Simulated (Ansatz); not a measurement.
**SiAsNH6 (SMILES N[AsH][SiH3]): wB97M-V/def2-SVP**

Aim: the energy change on altering one bond length of SiAsNH6 at wB97M-V/def2-SVP, from 2 runs. 

Program for the calculation: Ansatz 0.2.0.

72 further runs of the same task are left out: 72 set aside as unsound or not needed.

### Step 1. The molecule

SiAsNH6 has 9 atoms, charge 0, and is taken as a singlet. As SMILES, `N[AsH][SiH3]`. The coordinates come from a PBE0-D4/def2-TZVP relaxation. This is one conformer, not always the lowest.

Bond lengths: N1–As2 1.864 Å, As2–Si3 2.365 Å, N1–H4 1.011 Å, N1–H5 1.011 Å, As2–H6 1.537 Å, Si3–H7 1.488 Å, Si3–H8 1.485 Å, Si3–H9 1.489 Å. Some angles: N1–As2–Si3 95.0°, N1–As2–H6 101.5°, Si3–As2–H6 91.9°, As2–N1–H4 110.5°, As2–N1–H5 114.1°, As2–Si3–H7 108.9°, As2–Si3–H8 109.3°, As2–Si3–H9 111.1°, H4–N1–H5 108.7°, H7–Si3–H8 109.3°.

### Step 2. A single-point energy at wB97M-V/def2-SVP

Contents of molecule.yaml:

```yaml
crystal:
  periodic: [false, false, false]
  atoms:
    - {symbol: "N", position_ang: [-1.101100, 0.719000, -1.145600]}
    - {symbol: As, position_ang: [0.735100, 0.438100, -0.988900]}
    - {symbol: Si, position_ang: [0.557300, -1.064700, 0.828600]}
    - {symbol: H, position_ang: [-1.303700, 1.291400, -1.954300]}
    - {symbol: H, position_ang: [-1.525300, 1.144300, -0.332300]}
    - {symbol: H, position_ang: [1.144100, 1.592600, -0.059800]}
    - {symbol: H, position_ang: [1.889500, -1.194000, 1.477900]}
    - {symbol: H, position_ang: [0.123900, -2.393300, 0.326700]}
    - {symbol: H, position_ang: [-0.431200, -0.579700, 1.830600]}
basis:
  gaussian:
    orbitals: def2-SVP
accuracy: high
output:
  orbitals: {seedname: orbitals}
hamiltonian:
  xc: {name: wB97M-V}
```

Command:

```sh
$ ansatz run molecule.yaml --threads 1 --pin off --max-ram 3480MiB --events-out events.jsonl --progress --plain --runs-dir runs
```

Standard output:

```text
Warning: RAYON_NUM_THREADS=1 ignored (pool sized by the plan → 1); use --threads N
Functional definition: wB97M-V
  name "wB97M-V"
  parameter omega = 0.3/bohr
  parameter cx = 0.15
  parameter cx01 = 1.007
  parameter cx10 = 0.259
  parameter css00 = 0.443
  parameter css04 = -1.437
  parameter css10 = -4.535
  parameter css20 = -3.390
  parameter css43 = 4.278
  parameter cos00 = 1.000
  parameter cos10 = 1.358
  parameter cos20 = 2.924
  parameter cos21 = -8.812
  parameter cos60 = -1.390
  parameter cos61 = 9.142
  parameter b = 6.0
  parameter c = 0.01
  gx(w, u) = 1 - cx + cx01*u + cx10*w
  gss(w, u) = css00 + css04*u^4 + css10*w + css20*w^2 + css43*w^4*u^3
  gos(w, u) = cos00 + cos10*w + (cos20 + cos21*u)*w^2 + (cos60 + cos61*u)*w^6
  exchange = spin_sum(e_x_unif_sr(omega)*gx(b97_w, b97_u_x)) + cx*exact_x_sr(omega) + exact_x_lr(omega)
  correlation = spin_sum(e_c_pw_mod_same_spin*gss(b97_w, b97_u_same))
      + integral(e_c_pw_mod_opposite_spin*gos(b97_w_opposite, b97_u_opposite)) + vv10(b, c)
2062 factors; integrals over basis functions are off by at most 4.7e-9 eV
381 factors; integrals over basis functions are off by at most 2.4e-9 eV
mean field evaluation 1: about -70287.0980 eV, gradient 3.9e1 eV
mean field evaluation 2: about -70286.8507 eV, gradient 4.0e1 eV
mean field evaluation 4: about -70290.1269 eV, gradient 4.3e-1 eV
mean field evaluation 8: about -70290.2306 eV, gradient 3.6e-2 eV
mean field evaluation 16: about -70290.2306 eV, gradient 2.2e-5 eV
mean field -70290.23063463 eV, -2583.1183313930 hartree, gradient 6.4e-8 eV, S^2 0.000000; 0 other end points of the search recorded, 0 dependent functions left out
reference -70290.23063906 eV, -2583.1183315561 hartree; 30, 30 occupied and 64, 64 virtual orbitals, 2062 factors
Total energy: -70290.23063906 eV, -2583.1183315561 hartree
```

Run time: 22 s. Hardware: 1 thread of AMD EPYC 9R45 (Zen 5), shared host; peak memory 0.66 GiB.

### Step 3. The distorted shape

Contents of input.yaml:

```yaml
crystal:
  periodic: [false, false, false]
  atoms:
    - {symbol: N, position_ang: [-0.592050, 0.208630, -2.121579]}
    - {symbol: As, position_ang: [1.244150, -0.072270, -1.964879]}
    - {symbol: Si, position_ang: [1.066350, -1.575070, -0.147379]}
    - {symbol: H, position_ang: [-0.794650, 0.781030, -2.930279]}
    - {symbol: H, position_ang: [-1.525300, 1.144300, -0.332300]}
    - {symbol: H, position_ang: [1.653150, 1.082230, -1.035779]}
    - {symbol: H, position_ang: [2.398550, -1.704370, 0.501921]}
    - {symbol: H, position_ang: [0.632950, -2.903670, -0.649279]}
    - {symbol: H, position_ang: [0.077850, -1.090070, 0.854621]}
basis:
  gaussian: {orbitals: def2-SVP}
output: {orbitals: {seedname: orbitals}}
accuracy: high
hamiltonian: {xc: {name: wB97M-V}}
```

Command:

```sh
$ ansatz run input.yaml --threads 1 --pin off --max-ram 3480MiB --events-out events.jsonl --progress --plain --runs-dir runs
```

Standard output, cut to the lines that bear on the results:

```text
Warning: RAYON_NUM_THREADS=1 ignored (pool sized by the plan → 1); use --threads N
[... 2 set-up lines as earlier in the session ...]
[...]
  gx(w, u) = 1 - cx + cx01*u + cx10*w
  gss(w, u) = css00 + css04*u^4 + css10*w + css20*w^2 + css43*w^4*u^3
  gos(w, u) = cos00 + cos10*w + (cos20 + cos21*u)*w^2 + (cos60 + cos61*u)*w^6
[...]
      + integral(e_c_pw_mod_opposite_spin*gos(b97_w_opposite, b97_u_opposite)) + vv10(b, c)
2049 factors; integrals over basis functions are off by at most 8.3e-9 eV
390 factors; integrals over basis functions are off by at most 2.1e-9 eV
[...]
mean field -70284.93143674 eV, -2582.9235894628 hartree, gradient 3.1e-8 eV, S^2 0.000000; 0 other end points of the search recorded, 0 dependent functions left out
reference -70284.93144139 eV, -2582.9235896333 hartree; 30, 30 occupied and 64, 64 virtual orbitals, 2049 factors
Total energy: -70284.93144139 eV, -2582.9235896333 hartree
```

It took 26 s on 1 thread of AMD EPYC 9R45 (Zen 5), shared host; peak memory 0.65 GiB.

### Step 4. What came out

Level: wB97M-V/def2-SVP.

```
                                                         quantity           value
                                        first shape: total energy  -2583.11833 Eh
                                         first shape: HOMO energy        -9.13 eV
                                         first shape: LUMO energy         1.91 eV
                                       first shape: HOMO–LUMO gap        11.05 eV
                                    distorted shape: total energy  -2582.92359 Eh
                                     distorted shape: HOMO energy        -8.88 eV
                                     distorted shape: LUMO energy        -1.81 eV
                                   distorted shape: HOMO–LUMO gap         7.07 eV
energy change with the N1–H5 bond stretched from 1.011 to 2.224 Å        5.299 eV
```

What this shows: With the N1–H5 bond stretched from 1.011 to 2.224 Å the energy rises by 5.30 eV (122 kcal/mol). The first shape isn't relaxed at this level, so the change isn't measured from a minimum. A restricted reference can't describe the breaking bond well at this length.
